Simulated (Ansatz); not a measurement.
# LaTiO3 (perovskite): one cell under locks on the spin (series 3), part 2 of 2

What does it cost to force the spins of LaTiO3 (perovskite) into other sizes and orders? Cell and atoms stay fixed. The cell was built by placing the elements on the sites of a structure type; the runs don't test whether it is the stable form.

Ansatz 0.2.0; DFT PBEsol+U (U = 8 eV, J = 0.5 eV on Ti d), plane waves, PAW, no spin–orbit coupling unless a run says so. The steps go on from the part before.

## (4) Ferromagnetic start, free, default search

input.yaml

```yaml
crystal:
  lattice:
    - [3.9200046, 0.0, 0.0]
    - [0.0, 3.9200046, 0.0]
    - [0.0, 0.0, 3.9200046]
  atoms:
    - { symbol: La, position: [0.0, 0.0, 0.0] }
    - { symbol: Ti, position: [0.5, 0.5, 0.5], spin: 1.0 }
    - { symbol: O, position: [0.0, 0.5, 0.5] }
    - { symbol: O, position: [0.5, 0.5, 0.0] }
    - { symbol: O, position: [0.5, 0.0, 0.5] }
basis:
  ecutwfc: 420
  ecutrho_ratio: 4
kpoints:
  mp_grid: { grid: [5, 5, 5] }
hamiltonian:
  xc: pbesol
  hubbard: { sites: [{ site: 1, l: d, u: 8.0, j: 0.5 }] }
scf:
  occupations: { method: gaussian, width: 0.05 }
output:
  forces: true
  stress: true
  eigenvalues: true
  populations: true
  hubbard: { sites: [{ site: 1, l: d }] }
magnetization:
  spin_polarized: true
```

Command:

```bash
$ ansatz run input.yaml --threads 4 --pin off --max-ram 6144MiB --backend cpu --events-out ev --progress --plain --runs-dir out
```

Output:

```text
Warning: RAYON_NUM_THREADS=4 ignored (pool sized by the plan → 4); use --threads N
La: projections on atomic orbitals take those of the free atom [Kr 4d10] 4f0 5s2 5p6 5d1 6s2, of charge +0.00 (hamiltonian.pseudopotentials.projection_atoms); the dataset's partial waves leave at most 1.9e-5 of an orbital's norm unspanned inside its sphere
Ti: projections on atomic orbitals take those of the free atom [Ne] 3s2 3p6 3d2 4s2, of charge +0.00 (hamiltonian.pseudopotentials.projection_atoms); the dataset's partial waves leave at most 4.1e-7 of an orbital's norm unspanned inside its sphere
O: projections on atomic orbitals take those of the free atom [He] 2s2 2p4, of charge +0.00 (hamiltonian.pseudopotentials.projection_atoms); the dataset's partial waves leave at most 1.9e-8 of an orbital's norm unspanned inside its sphere
Engine: ansatz 0.2.0, aarch64-unknown-linux-gnu
Pseudopotentials: kind: paw
Pseudopotential: La, paw, valence charge 11, recommended cutoff 420 eV (normal), La.paw.azcp
Pseudopotential: Ti, paw, valence charge 12, recommended cutoff 420 eV (normal), Ti.paw.azcp
Pseudopotential: O, paw, valence charge 6, recommended cutoff 420 eV (normal), O.paw.azcp
Functional definition: PBEsol
  exchange = pbesol_x
  correlation = pbesol_c
Crystal: 5 atoms, lattice volume = 60.237 Å³
Basis set: ecut = 420 eV, 1189 PW (Γ), exchange–correlation on 54×54×54 points (8 copies of the dense FFT grid, shifted against one another)
Bands: 26, of which v1, the nominal top of the filled ones, is band 21 counted from 1 (20 counted from 0)
Symmetry: 48 space group operations
Space group: Pm-3m (ITA 221), of the structure as read, at distance tolerance 3.9e-5 Å
Magnetic group: BNS 221.92 (UNI 1594), of the structure as read, at distance tolerance 3.9e-5 Å
k-points: 10 of 125
Non-local potential: La, projectors of the file, l = 0: 3, l = 1: 2, l = 2: 2, l = 3: 3
Non-local potential: Ti, projectors of the file, l = 0: 3, l = 1: 2, l = 2: 3, l = 3: 1
Non-local potential: O, projectors of the file, l = 0: 2, l = 1: 2, l = 2: 1
PAW form: soft (Blöchl's): semilocal exchange-correlation on the pseudo side does not see the compensation charge
PAW frozen core: La, regenerated for the run's functional, and the local potential with it (the file was generated under x = pbe(κ = 0.804, μ = 0.2195149727645171), c = pbe(β = 0.06672455060314922))
PAW frozen core: Ti, regenerated for the run's functional, and the local potential with it (the file was generated under x = pbe(κ = 0.804, μ = 0.2195149727645171), c = pbe(β = 0.06672455060314922))
PAW frozen core: O, regenerated for the run's functional, and the local potential with it (the file was generated under x = pbe(κ = 0.804, μ = 0.2195149727645171), c = pbe(β = 0.06672455060314922))
PAW one-centre angular grid: La, 590 points (default); XC on 64 Gauss nodes
PAW one-centre angular grid: Ti, 590 points (default); XC on 64 Gauss nodes
PAW one-centre angular grid: O, 110 points (default); XC on 64 Gauss nodes
Initial density: superposition of atomic densities (chi_scale 0.1, normalization cell, long waves kept (reshape's long-wave potential 0.00 eV rms))
Starting moments: Σ|m| = 1 μB on 1 of 5 sites
Initial wavefunctions: pseudopotential atomic-orbital guess
Functional: x = pbesol(κ = 0.804, μ = 0.12345679012345678), c = pbesol(β = 0.046)
SCF iter   1: F=—  HF=-10320.429398 eV  |F-HF|=—  |Δ(HF+E_count)|=         —  Δρ=8.17e-2 (↑8.17e-2 ↓3.29e-2)  dr2=9.99e0  dr2_m=6.32e-1  M=0.494 μB ∫|m|=0.819 μB  β_m=0.30  ethr=3.10e-3  ⟨swp⟩=4.3  Hψ=1995  notcnv=0
preconditioner: auto → Kerker (q_TF=auto, 2.559 Å⁻¹)  [metal: Δε(μ)=0.005 eV  Ē_g=10.487 eV  σ=0.050 eV  W_gap=0.05  n_scr=18 (ndim 8)  ℏωp=26.6 eV  f_vac=0.000  D(μ)=23.44/eV (n_scr^D=618)]
spin=Collinear: Kerker preconditioning applied to the charge; magnetization (m = ρ↑ − ρ↓) channel mixes plain (no charge-response kernel on spin).
SCF iter   2: F=—  HF=-10319.584616 eV  |F-HF|=—  |Δ(HF+E_count)|=   8.45e-1  Δρ=1.79e-2 (↑1.73e-2 ↓1.79e-2)  dr2=3.06e-1  dr2_m=3.65e-2  M=0.870 μB ∫|m|=1.096 μB  β_m=0.30  ethr=3.10e-3  ⟨swp⟩=3.4  Hψ=1186  notcnv=0
SCF iter   3: F=—  HF=-10319.702737 eV  |F-HF|=—  |Δ(HF+E_count)|=   1.18e-1  Δρ=1.35e-2 (↑1.22e-2 ↓1.35e-2)  dr2=1.37e-1  dr2_m=1.57e-2  M=0.951 μB ∫|m|=1.184 μB  β_m=1.00  ethr=7.46e-4  ⟨swp⟩=2.9  Hψ=863  notcnv=0  defer=6
SCF iter   4: F=—  HF=-10319.815410 eV  |F-HF|=—  |Δ(HF+E_count)|=   1.13e-1  Δρ=6.29e-3 (↑6.29e-3 ↓5.78e-3)  dr2=4.88e-2  dr2_m=1.40e-3  M=0.968 μB ∫|m|=1.249 μB  β_m=1.00  ethr=3.33e-4  ⟨swp⟩=3.5  Hψ=1039  notcnv=0  defer=8
SCF iter   5: F=—  HF=-10319.865833 eV  |F-HF|=—  |Δ(HF+E_count)|=   5.04e-2  Δρ=2.03e-3 (↑2.03e-3 ↓1.68e-3)  dr2=7.48e-3  dr2_m=2.60e-4  M=0.968 μB ∫|m|=1.269 μB  β_m=1.00  ethr=1.19e-4  ⟨swp⟩=3.8  Hψ=1144  notcnv=0  defer=10
SCF iter   6: F=—  HF=-10319.892139 eV  |F-HF|=—  |Δ(HF+E_count)|=   2.63e-2  Δρ=2.87e-3 (↑2.87e-3 ↓9.15e-4)  dr2=1.47e-2  dr2_m=1.00e-3  M=0.968 μB ∫|m|=1.278 μB  β_m=1.00  ethr=1.83e-5  ⟨swp⟩=3.0  Hψ=1023  notcnv=0  defer=14
SCF iter   7: F=—  HF=-10319.908805 eV  |F-HF|=—  |Δ(HF+E_count)|=   1.67e-2  Δρ=2.02e-3 (↑2.02e-3 ↓1.11e-3)  dr2=1.26e-2  dr2_m=1.50e-4  M=0.968 μB ∫|m|=1.283 μB  β_m=1.00  ethr=1.83e-5  ⟨swp⟩=2.3  Hψ=809  notcnv=0  defer=14
SCF iter   8: F=—  HF=-10319.916947 eV  |F-HF|=—  |Δ(HF+E_count)|=   8.14e-3  Δρ=2.22e-3 (↑2.22e-3 ↓5.75e-4)  dr2=3.49e-3  dr2_m=6.40e-4  M=0.968 μB ∫|m|=1.284 μB  β_m=0.30  ethr=1.83e-5  ⟨swp⟩=2.8  Hψ=1061  notcnv=0  defer=16
SCF iter   9: F=—  HF=-10319.921565 eV  |F-HF|=—  |Δ(HF+E_count)|=   4.62e-3  Δρ=9.09e-4 (↑9.09e-4 ↓3.62e-4)  dr2=6.08e-4  dr2_m=9.33e-5  M=0.968 μB ∫|m|=1.285 μB  β_m=1.00  ethr=8.51e-6  ⟨swp⟩=2.0  Hψ=689  notcnv=0  defer=16
SCF iter  10: F=—  HF=-10319.926153 eV  |F-HF|=—  |Δ(HF+E_count)|=   4.59e-3  Δρ=2.07e-3 (↑2.07e-3 ↓3.56e-4)  dr2=6.13e-3  dr2_m=4.45e-4  M=0.968 μB ∫|m|=1.290 μB  β_m=1.00  ethr=1.48e-6  ⟨swp⟩=2.6  Hψ=1054  notcnv=0  defer=16
[... 3 lines left out ...]
spin-set hold released at iteration 12 (site moments contracting): the magnetisation degrees of freedom join the quasi-Newton model from the next iteration; the mixer history was flushed
[... 8 lines left out ...]
SCF 1 converged in 19 iterations: F = -10319.930905 eV  dr2 = 1.41e-9
Symmetry: 12 space group operations
k-points: 19 of 125
Initial density: read from a saved state, or passed on in memory by an earlier SCF of this step, an earlier step, the calling program or the single point that the run made first
Starting moments: Σ|m| = 1 μB on 1 of 5 sites; this step starts from the density that it was given
[... 1 line left out ...]
preconditioner: auto → Resta (q_TF=auto, 2.559 Å⁻¹)  ε∞=6.3  [insulator: Δε(μ)=0.844 eV  Ē_g=11.556 eV  σ=0.050 eV  W_gap=1.00  n_scr=18 (ndim 8)  ℏωp=26.6 eV  f_vac=0.000  D(μ)=0.00/eV (n_scr^D=0)  ε∞_Penn≈6.3]
spin=Collinear: Resta preconditioning applied to the charge; magnetization (m = ρ↑ − ρ↓) channel mixes plain (no charge-response kernel on spin).
[... 9 lines left out ...]
SCF 2 converged in 10 iterations: F = -10320.827025 eV  dr2 = 8.13e-10
Symmetry: 8 space group operations
k-points: 27 of 125
[... 1 line left out ...]
preconditioner: auto → Resta (q_TF=auto, 2.559 Å⁻¹)  ε∞=6.3  [insulator: Δε(μ)=0.850 eV  Ē_g=11.555 eV  σ=0.050 eV  W_gap=1.00  n_scr=18 (ndim 8)  ℏωp=26.6 eV  f_vac=0.000  D(μ)=0.00/eV (n_scr^D=0)  ε∞_Penn≈6.3]
spin=Collinear: Resta preconditioning applied to the charge; magnetization (m = ρ↑ − ρ↓) channel mixes plain (no charge-response kernel on spin).
[... 7 lines left out ...]
SCF iter   9: F=-10320.830171 eV  HF=-10320.830171 eV  |F-HF|=2.56e-9  |Δ(HF+E_count)|=   4.89e-9  Δρ=1.72e-6 (↑1.01e-6 ↓1.72e-6)  dr2=3.05e-9  dr2_m=3.61e-10  M=1.000 μB ∫|m|=1.055 μB  ethr=6.05e-11  ⟨swp⟩=1.0  Hψ=3531  notcnv=0
SCF iter  10: F=-10320.830171 eV  HF=-10320.830171 eV  |F-HF|=2.59e-9  |Δ(HF+E_count)|=  1.09e-11  Δρ=1.72e-6 (↑1.01e-6 ↓1.72e-6)  dr2=3.07e-9  dr2_m=3.58e-10  M=1.000 μB ∫|m|=1.055 μB  ethr=7.43e-12  ⟨swp⟩=1.1  Hψ=4175  notcnv=0
SCF 3 converged in 10 iterations: F = -10320.830171 eV  dr2 = 3.07e-9
iter 1 solved again at ethr=4.10e-8 eV; its pass at ethr=3.10e-3 eV (dr2=1.68e-5 eV) is discarded
SCF iter   1: F=—  HF=-10320.830171 eV  |F-HF|=—  |Δ(HF+E_count)|=         —  Δρ=1.58e-6 (↑1.21e-6 ↓1.58e-6)  dr2=2.72e-9  dr2_m=4.48e-10  M=1.000 μB ∫|m|=1.055 μB  β_m=0.30  ethr=4.10e-8  ⟨swp⟩=3.8  Hψ=10431  notcnv=0
preconditioner: auto → Resta (q_TF=auto, 2.559 Å⁻¹)  ε∞=6.8  [insulator: Δε(μ)=0.709 eV  Ē_g=11.085 eV  σ=0.050 eV  W_gap=1.00  n_scr=18 (ndim 8)  ℏωp=26.6 eV  f_vac=0.000  D(μ)=0.00/eV (n_scr^D=0)  ε∞_Penn≈6.8]
spin=Collinear: Resta preconditioning applied to the charge; magnetization (m = ρ↑ − ρ↓) channel mixes plain (no charge-response kernel on spin).
SCF iter   2: F=-10320.830171 eV  HF=-10320.830171 eV  |F-HF|=5.00e-10  |Δ(HF+E_count)|=   1.97e-8  Δρ=1.06e-6 (↑4.55e-7 ↓1.06e-6)  dr2=7.05e-10  dr2_m=2.26e-10  M=1.000 μB ∫|m|=1.055 μB  ethr=6.64e-12  ⟨swp⟩=4.9  Hψ=5111  notcnv=0
SCF 4 converged in 2 iterations: F = -10320.830171 eV  dr2 = 7.05e-10
Symmetry: 4 space group operations
k-points: 39 of 125
Initial wavefunctions: those read from a saved state, or passed on in memory by an earlier step or the calling program
iter 1 solved again at ethr=1.74e-12 eV; its pass at ethr=2.44e-6 eV (dr2=7.14e-10 eV) is discarded
SCF iter   1: F=—  HF=-10320.830171 eV  |F-HF|=—  |Δ(HF+E_count)|=         —  Δρ=1.06e-6 (↑4.55e-7 ↓1.06e-6)  dr2=7.10e-10  dr2_m=2.25e-10  M=1.000 μB ∫|m|=1.055 μB  ethr=1.74e-12  ⟨swp⟩=1.0  Hψ=13845  notcnv=0
spin=Collinear: Resta preconditioning applied to the charge; magnetization (m = ρ↑ − ρ↓) channel mixes plain (no charge-response kernel on spin).
SCF iter   2: F=—  HF=-10320.830177 eV  |F-HF|=—  |Δ(HF+E_count)|=   5.72e-6  Δρ=1.38e-4 (↑1.38e-4 ↓6.49e-5)  dr2=2.96e-5  dr2_m=1.44e-6  M=1.000 μB ∫|m|=1.055 μB  ethr=2.44e-6  ⟨swp⟩=1.0  Hψ=10486  notcnv=0
SCF iter   3: F=—  HF=-10320.830171 eV  |F-HF|=—  |Δ(HF+E_count)|=   5.62e-6  Δρ=3.14e-5 (↑3.14e-5 ↓3.05e-5)  dr2=2.09e-6  dr2_m=1.96e-8  M=1.000 μB ∫|m|=1.055 μB  ethr=9.26e-8  ⟨swp⟩=1.0  Hψ=5579  notcnv=0
SCF iter   4: F=-10320.830171 eV  HF=-10320.830171 eV  |F-HF|=8.45e-9  |Δ(HF+E_count)|=   4.81e-7  Δρ=3.77e-6 (↑3.77e-6 ↓2.09e-6)  dr2=1.10e-8  dr2_m=2.02e-9  M=1.000 μB ∫|m|=1.055 μB  ethr=2.44e-10  ⟨swp⟩=2.0  Hψ=6020  notcnv=0
SCF 5 converged in 4 iterations: F = -10320.830171 eV  dr2 = 1.10e-8
an SCF along what the orbitals of the run's state read of its open shells (or to have them read: on a GPU, or by another smearing), with 44 of the crystal's symmetry operations given up (39 k-points in place of 10), reached no lower state that the run goes on to. This is no proof of a minimum
SCF converged after 2 iterations
Magnetization: 1.0000 μB (21.0000 up, 20.0000 down)
Absolute magnetization: 1.0439 μB (∫|ρ↑−ρ↓|, with the PAW one-centre terms)
Spin contamination: 0.0034 ħ² per cell (⟨S²⟩ above its minimum at these occupations)
Per-site moments (μB) at R_I (Å): [(0.020870468296798273, 1.1433930069137648), (0.6736443118851724, 0.80850094875), (-0.003248333341478216, 0.80850094875), (-0.003248333341477847, 0.80850094875), (0.009973539314856892, 0.80850094875)]
Free energy (F): -10320.830171 eV
Harris-Foulkes:  -10320.830171 eV  (|F-HF|=5.00e-10)
Internal energy: -10320.830171 eV  (E = F + TS)
E sigma→0 (E₀):  -10320.830171 eV
Fermi energy:    14.619472 eV
--- Per-component energies (eV) ---
  E_band       = -90.864553
  E_kinetic    = 995.514657
  E_local      = -2043.999310  (includes V_loc(G=0)·N_el)
  E_nonlocal   = 251.043324
  E_hartree    = 801.955175
  E_xc         = -457.273388
  E_vxc        = -554.164927  (∫ρ·V_xc dr)
  E_hubbard    = 4.083907  (on-site DFT+U / exact-exchange correction)
  E_vhub       = -0.315915  (the Hubbard potential's part of the band-sum identity)
  E_paw        = -6809.039244  (= ΣΔE_a)
  E_vpaw       = -342.859983  (= ΣTr[D̂ρ^β])
  E_aug_tail   = 0.007440  (compensation charges beyond the density's cutoff)
  E_ewald      = -3063.537491
  E_core_change = 0.414757  (= ΣΔE_core)
  E_smearing   = -0.000000  (= −TS)
  E_closure    = -0.000000  (closes the sum)
  Σ components = -10320.830171   (vs F -10320.830171, Δ=0.00e0)
--- DFT+U+J on-site energies (Liechtenstein; fll double counting; per corrected site; eV) ---
  site 1 (l=d): U=8.0000  J=0.5000  Tr N=2.2623  E_int=15.323822  E_dc=11.239915  E_U=4.083907
--- Forces (eV/Å), atoms counted from 1 ---
  atom   1  La     0.00000000     0.00000000     0.00000000
  atom   2  Ti    -0.00000000     0.00000000    -0.00000000
  atom   3  O     -0.00000000     0.00000000     0.00000000
  atom   4  O      0.00000000     0.00000000     0.00000000
  atom   5  O     -0.00000000     0.00000000     0.00000000
  max |Σ_I F_I| component: 3.16e-29 eV/Å
--- Stress (GPa, compression-positive) ---
        7.722113       0.000000      -3.913980
        0.000000      14.566502       0.000000
       -3.913980       0.000000       7.722113
  P = ⅓ Tr σ = 10.0036 GPa (100.036 kbar)
--- Band table (eV; the first three rows and the last of 54) ---
  k-point 0 ↑: bands = ["-43.3592", "-20.0799", "-19.6812", "-19.6644", "-18.8949", "-5.1529", "-4.0462", "-3.8427", "-2.4389", "-2.4296", "-2.3878", "9.2648", "9.3656", "9.3970", "10.4849", "10.5299", "10.5315", "10.5611", "11.8312", "11.8612", "11.9529", "14.9715", "15.0122", "15.9397", "16.0414", "16.0617"]
  k-point 1 ↑: bands = ["-43.3585", "-20.0968", "-19.6996", "-19.6631", "-18.8640", "-5.2883", "-4.1070", "-3.8604", "-2.4118", "-2.3724", "-1.9974", "8.9392", "9.1974", "9.2324", "9.5850", "10.0788", "10.2639", "10.9313", "11.2777", "11.6779", "12.0188", "15.4030", "15.5576", "15.8479", "16.0324", "16.0880"]
  k-point 2 ↑: bands = ["-43.3561", "-20.1274", "-19.7244", "-19.6610", "-18.8161", "-5.5924", "-3.9658", "-3.8375", "-2.3670", "-2.3109", "-1.5266", "8.4256", "8.9093", "8.9563", "8.9821", "9.4752", "9.7623", "10.0597", "11.4110", "11.4751", "12.3004", "15.6727", "15.8622", "15.9199", "16.0178", "16.0657"]
  k-point 26 ↓: bands = ["-42.5223", "-19.8592", "-18.7387", "-18.6614", "-18.6466", "-4.3457", "-3.9946", "-3.8511", "-2.6744", "-2.6168", "-2.3769", "7.7416", "8.9474", "9.0000", "9.1711", "9.3113", "9.4702", "11.4863", "11.5722", "11.7758", "15.8038", "15.8280", "15.8563", "16.0219", "16.1302", "16.1442"]
Occupation matrices written to <dir>
--- Löwdin populations: 5 sites ---
  site symbol       q [e]    m [muB]
     0     La     10.1020     0.0496
     1     Ti     10.6288     0.9388
     2      O      6.7085    -0.0043
     3      O      6.7085    -0.0043
     4      O      6.7095     0.0108
  spilling = 0.003482 (of n_electrons = 41.000000)
--- Occupation matrices: 1 shell (run DFT+U table (all-electron-ortho-atomic); ε = 5.46e-4) ---
  Ti1 d_3D: site group Oh (m-3m)
  Ti1 d_3D up     Tr n = 1.5984  λ = 0.090 0.096 0.214 0.227 0.971  [xz 0.99 (T2g 0.99) T2g(0.99) | yz 0.50 (T2g 1.00) T2g(1.00) | x2-y2 0.74 (Eg 0.99) Eg(0.99) | z2 0.75 (Eg 1.00) Eg(1.00) | yz 0.50 (T2g 1.00) T2g(1.00)]
  Ti1 d_3D dn     Tr n = 0.6640  λ = 0.066 0.085 0.087 0.209 0.216  [yz 0.50 (T2g 1.00) T2g(1.00) | xz 0.99 (T2g 0.99) T2g(0.99) | yz 0.50 (T2g 1.00) T2g(1.00) | x2-y2 0.75 (Eg 0.99) Eg(0.99) | z2 0.75 (Eg 1.00) Eg(1.00)]
  Tr n, λ and their labels are of the run-group-symmetrised matrices; stabiliser: 8 of 96 elements of G0×{1,Θ} (closed), max defect 9.8e-16 at τ = 1.2e-4
```

Run time: 29 s. Hardware: 4 threads of Arm Neoverse V1, shared host; peak memory 0.68 GiB.

End state: a gap on the mesh of 0.71 eV, pressure 10.0 GPa, moments in spheres Ti 0.67 μB, largest force component 0.00 eV/Å, 8 symmetry operations imposed.

How the shells are filled (orbitals counted by the eigenvalues of the occupation matrices):

```csv
shell,channel,electrons,over 0.8,0.2 to 0.8,under 0.2
Ti 3d (atom 2),up,1.60,1,2,2
Ti 3d (atom 2),down,0.66,0,2,3
```

## (5) All runs side by side

What follows sums up all 2 parts.

Energies count from the lowest free state and have the smearing extrapolated to zero.

| start | energy (meV/atom) | gap (eV) | pressure (GPa) | largest moment (μB) | SCF cycles | time |
| --- | --- | --- | --- | --- | --- | --- |
| ferromagnetic start, free, default search | 0.0 | 0.71 | 10.0 | 0.67 | 45 | 29 s |
| ferromagnetic start, free, natural orbitals of the symmetric run filled by rank (earlier series) | 5.3 | 0.66 | 10.1 | 0.67 | 21 | 4.2 s |
| total moment held at first, then free, 0.50 μB per cell | 180.1 | metal | 3.8 | 0.59 | 24 | 3 s |
| total moment locked, 0.25 μB per cell [held] | 231.1 | metal | 2.5 | 0.37 | 14 | 2.4 s |

The 3 free runs end at 3 energies more than 1 meV/atom apart (states closer than that can still differ), spread over 180 meV/atom; the lowest came from «ferromagnetic start, free, default search». Their gaps on the mesh range from zero to 0.71 eV, so the gap depends on the state reached. The run with the program's default settings reaches the lowest one found. The cheapest of the held states, «total moment locked, 0.25 μB per cell», lies +231 meV/atom from the lowest free state; part of that can come from another filling of the orbitals. The lowest state found need not be the ground state, and the geometry wasn't relaxed for any of them. Spin–orbit coupling is left out.
